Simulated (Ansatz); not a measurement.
# TaAgO3: the cost of one run

Program: the Python package of Ansatz 0.2.0. Level of theory: DFT LDA, plane waves, PAW. These are calculated values, not measurements.

## (1) The structure

It takes space group Pm-3m (No. 221, cubic). Conventional cell: a = 3.999 Å, b = 3.999 Å, c = 3.999 Å, α = 90.00°, β = 90.00°, γ = 90.00°. Ta (site symmetry m-3m) has 6 O at 2.00 Å as nearest neighbours. Around Ag (site symmetry m-3m) lie 12 O at 2.83 Å. O (site symmetry 4/mmm) has 2 Ta at 2.00 Å and 4 Ag at 2.83 Å as nearest neighbours.

No structure file is read: the coordinates are typed or built in the script.

## (2) The script

File taago3_push.py:

```python
"""Energy and force of TaAgO3 as one atom is pushed off its site."""

import ansatz as az
import numpy as np


def main() -> None:
    vectors = np.array([
        [3.99937, 0.0, 0.0],
        [0.0, 3.99937, 0.0],
        [0.0, 0.0, 3.99937],
    ])
    system = (
        az.Lattice.of(vectors)
        .atom("Ta", (0.0, 0.0, 0.0))
        .atom("Ag", (0.5, 0.5, 0.5))
        .atom("O", (0.0, 0.0, 0.5))
        .atom("O", (0.0, 0.5, 0.0))
        .atom("O", (0.5, 0.0, 0.0))
    )

    inverse = np.linalg.inv(np.array(system.lattice.vectors))
    home = np.array(system.sites[2].position)
    values = np.linspace(-0.02, 0.02, 5)
    energies, pulls = [], []
    for shift in values:
        moved = system.move(2, to=home + shift * inverse[1])
        base = (
            moved.calculation()
            .functional(az.Functional.LDA)
            .kpoints(4)
            .occupations(az.OccupationsMethod.FIXED)
            .forces()
        )
        data = base.run(threads=1, pin="off").report
        energies.append(data["free_energy_ev"])
        pulls.append(data["forces_ev_ang"][2][1])

    # the force is minus the slope of the free energy
    print("shift (A)   dE (eV)   force along y (eV/A)")
    for shift, e, f in zip(values, energies, pulls):
        print(f"{shift:8.3f} {e - energies[2]:10.5f} {f:12.4f}")
    print(f"stiffness from energies {2 * np.polyfit(values, energies, 2)[0]:.3f}, from forces {-np.polyfit(values, pulls, 1)[0]:.3f} eV/A^2")


if __name__ == "__main__":
    main()
```

## (3) The calls as engine input

The engine receives this input (first run):

```yaml
crystal:
  lattice:
    - [3.99937, 0.0, 0.0]
    - [0.0, 3.99937, 0.0]
    - [0.0, 0.0, 3.99937]
  atoms:
    - { symbol: Ta, position: [0.0, 0.0, 0.0] }
    - { symbol: Ag, position: [0.5, 0.5, 0.5] }
    - { symbol: O, position: [0.0, -0.005000787624050789, 0.5] }
    - { symbol: O, position: [0.0, 0.5, 0.0] }
    - { symbol: O, position: [0.5, 0.0, 0.0] }
kpoints:
  mp_grid:
    grid: [4, 4, 4]
hamiltonian:
  xc: lda
scf:
  occupations:
    method: fixed
output:
  forces: true
```

## (4) Running it

Started as:

```console
python taago3_push.py
```

What time and memory should one allow on 1 thread of Arm Neoverse V1, shared host?

About 19 s, with a peak of 0.43 GiB.
